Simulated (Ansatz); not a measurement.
Set up this calculation in Ansatz 0.2.0, as the native input.

```yaml
Task: electric field gradients
Functional: PBE
Potentials_or_basis: Ansatz PAW
Cutoff: "420 eV (not typed: the program's choice for these potentials)"
k_mesh: 6 × 6 × 6
Occupations: fermi-dirac, width 0.05 eV
Spin: collinear spin, ferromagnetic start
Starting_moments: "[0.0, 0.0, 4.0, 1.0, 0.0, 0.0, 0.0, 0.0, 0.0, 0.0] μB"
```

Crystal: NaLaMnMoO6.

```xyz
10
Lattice="4.9778 -2.8815 0.0205 4.9778 2.8815 0.0205 -3.0609 0.0000 4.5979" Properties=species:S:1:pos:R:3 pbc="T T T"
Na    8.3737    0.0000    2.3395
La    5.0845    0.0000    3.6552
Mn    1.8841    0.0000    0.9212
Mo    1.9122    0.0000    4.6056
O     1.1411    0.0000    2.8354
O     3.0790    1.4392    4.0538
O     3.6709    1.2699    0.7230
O     3.6709   -1.2699    0.7230
O     3.0790   -1.4392    4.0538
O     6.0252    0.0000    1.6038
```

The cell was built by a generator and needn't be a form met in nature.

These files were run (other wordings do the same):

input.yaml

```yaml
crystal:
  lattice:
    - [4.97775, -2.88146, 0.02055]
    - [4.97775, 2.88146, 0.02055]
    - [-3.06086, 0.0, 4.59785]
  atoms:
    - { symbol: Na, position: [0.99482, 0.99482, 0.49994] }
    - { symbol: La, position: [0.75307, 0.75307, 0.78825] }
    - { symbol: Mn, position: [0.25016, 0.25016, 0.19811], spin: 4.0 }
    - { symbol: Mo, position: [0.49867, 0.49867, 0.99722], spin: 1.0 }
    - { symbol: O, position: [0.30338, 0.30338, 0.61396] }
    - { symbol: O, position: [0.32902, 0.8285, 0.87649] }
    - { symbol: O, position: [0.19558, 0.6363, 0.15354] }
    - { symbol: O, position: [0.6363, 0.19558, 0.15354] }
    - { symbol: O, position: [0.8285, 0.32902, 0.87649] }
    - { symbol: O, position: [0.7105, 0.7105, 0.34246] }
hamiltonian:
  xc: pbe
  pseudopotentials: { kind: paw, frozen_core: stored }
magnetization:
  spin_polarized: true
kpoints:
  mp_grid: { grid: [6, 6, 6] }
scf:
  occupations: { method: fermi_dirac, width: 0.05 }
output:
  forces: true
  stress: true
  eigenvalues: true
  efg: {}
```

Potentials or basis: Ansatz PAW.

Command:

```sh
$ ansatz run input.yaml --threads 8 --pin off --max-ram 20480MiB --backend cpu --events-out ev --progress --plain --runs-dir out
```

It gave:

```
Pressure               : 0.0 GPa
Largest force          : 0.005 eV/Å
Band gap on the k mesh : 0.90 eV, indirect (least direct gap 0.98 eV)
Net moment             : 5.00 μB per cell
Absolute moment        : 5.01 μB per cell
Site moments           : Na +0.00; La +0.01; Mn +3.91; Mo +0.09; O +0.02, +0.03, +0.05 μB
```

Caveat: the pressure holds a Pulay correction of +0.5 GPa for the finite cutoff; spin-orbit coupling is left out, which moves the levels of the heavy elements; a cell with one magnetic atom can't hold antiferromagnetic order, which such compounds often take.

It took 28 s on 8 threads of Arm Neoverse V1, on a shared host, peak memory 1.1 GiB.
